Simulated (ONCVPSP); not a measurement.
# Pseudopotential generation for tin: ONCV, PBE

Do these settings give a usable potential? It is generated, then checked for transferability, scattering, ghosts and hardness.

Program: ONCVPSP 4.0.1. Reference atom: PBE, scalar-relativistic, spherical and spin-unpolarised. All values are calculated.

**1. Settings**

Typed settings, in words:

```
element                 : tin (Sn, Z = 50)
type                    : optimised norm-conserving Vanderbilt (ONCV)
frozen core             : [Kr]
valence charge          : 14
reference configuration : 4d10 5s2 5p1 (charge +1)
partial waves           : 5s: rc 1.75 bohr, ncon 4, nbas 7, qcut 3.2 1/bohr, 2 projectors, debl 3.1 Ha; 5p: rc 2.25 bohr, ncon 4, nbas 8, qcut 3.2 1/bohr, 2 projectors, debl 3.4 Ha; 4d: rc 1.35 bohr, ncon 4, nbas 9, qcut 13.9 1/bohr, 2 projectors, debl 0.9 Ha
local potential         : polynomial inside 1.25 bohr (lpopt 5, dvloc0 1 Ha)
core correction         : Teter function, fcfact 1.75, rcfact 1.6
```

The outer shells as boxes (Hund's rule for the drawing; the calculation is spin-unpolarised):

```
[Kr] core
4d [↑↓][↑↓][↑↓][↑↓][↑↓]
5s [↑↓]
5p [↑ ][  ][  ]
```

An earlier all-electron run gives the scale for the radii.

All-electron outer shells of the reference configuration (PBE, scalar-relativistic, ld1.x):

| shell | level (eV) | outermost node (bohr) | outermost maximum (bohr) |
| --- | --- | --- | --- |
| 4s | -141.92 | 0.40 | 0.74 |
| 4p | -97.69 | 0.41 | 0.79 |
| 4d | -33.81 | 0.39 | 0.88 |
| 5s | -17.81 | 0.98 | 1.99 |
| 5p | -10.25 | 1.08 | 2.43 |

**2. Generation**

Sn.dat reads:

```
# ATOM AND REFERENCE CONFIGURATION
# atsym  z   nc   nv     iexc    psfile
  Sn 50.00    8    3        4      upf
#
#   n    l    f
    1    0    2.00
    2    0    2.00
    2    1    6.00
    3    0    2.00
    3    1    6.00
    3    2   10.00
    4    0    2.00
    4    1    6.00
    4    2   10.00
    5    0    2.00
    5    1    1.00
#
# PSEUDOPOTENTIAL AND OPTIMIZATION
# lmax
    2
#
#   l,   rc,      ep,       ncon, nbas, qcut
    0    1.75    0.00    4    7    3.20
    1    2.25    0.00    4    8    3.20
    2    1.35    0.00    4    9   13.90
#
# LOCAL POTENTIAL
# lloc, lpopt,  rc(5),   dvloc0
    4    5    1.25    1.00
#
# VANDERBILT-KLEINMAN-BYLANDER PROJECTORs
# l, nproj, debl
    0    2    3.10
    1    2    3.40
    2    2    0.90
#
# MODEL CORE CHARGE
# icmod, fcfact, rcfact
    3    1.75    1.60
#
# LOG DERIVATIVE ANALYSIS
# epsh1, epsh2, depsh
   -3.00    5.00    0.02
#
# OUTPUT GRID
# rlmax, drl
    6.00    0.01
#
# TEST CONFIGURATIONS
# ncnf
    4
# nvcnf
#   n    l    f
    3
    4    2   10.00
    5    0    2.00
    5    1    2.00
#
    3
    4    2   10.00
    5    0    2.00
    5    1    0.00
#
    3
    4    2   10.00
    5    0    1.00
    5    1    0.00
#
    3
    4    2   10.00
    5    0    1.00
    5    1    2.00
#
```

Command:

```
oncvpsp.x < Sn.dat > Sn.out
```

What does the calculation give? Wanted: cutoffs for 1 and 0.1 mHa per electron, occupied waves; bound ghosts; GHOST(+) flags; largest test error; largest phase difference near zero energy, channels read; rms error of d²Exc/dn², without and with the model core; projector energies reset by the program.

As calculated:

| quantity | value |
| --- | --- |
| cutoffs for 1 and 0.1 mHa per electron, occupied waves | 49 Ha and 60 Ha |
| bound ghosts | s at -29.07 eV |
| GHOST(+) flags | p at 70 eV |
| largest test error (AE − PS) | -14 meV, for 4d10 5s1 5p0 |
| largest phase difference near zero energy, channels read | 0.003 rad |
| rms error of d²Exc/dn², without and with the model core | 4.42 and 1.59 mHa |
| projector energies reset by the program | d: -1.242, 0.250 Ha |

What this shows: A bound ghost (s) makes it unfit for use: electrons can fall into a state that the atom doesn't have. The worst unpolarised test, 4d10 5s1 5p0, is off by 14 meV on 44.9 eV; by total energies transferability rates as good. Atomic tests can pass in spite of a ghost, since they solve only for the levels asked. By its cutoff, 49 Ha for the looser tolerance, it is hard. At the looser tolerance the 4d wave is the slowest; 5s needs 10 Ha. Near zero energy the phases of the channels with partial waves agree within 0.003 rad. The pseudo curves have a pole with no partner nearby in the atom's: s at -1.07 Ha. The program also flags highly localised states, GHOST(+) (p). All of this concerns the isolated atom, not yet a solid.
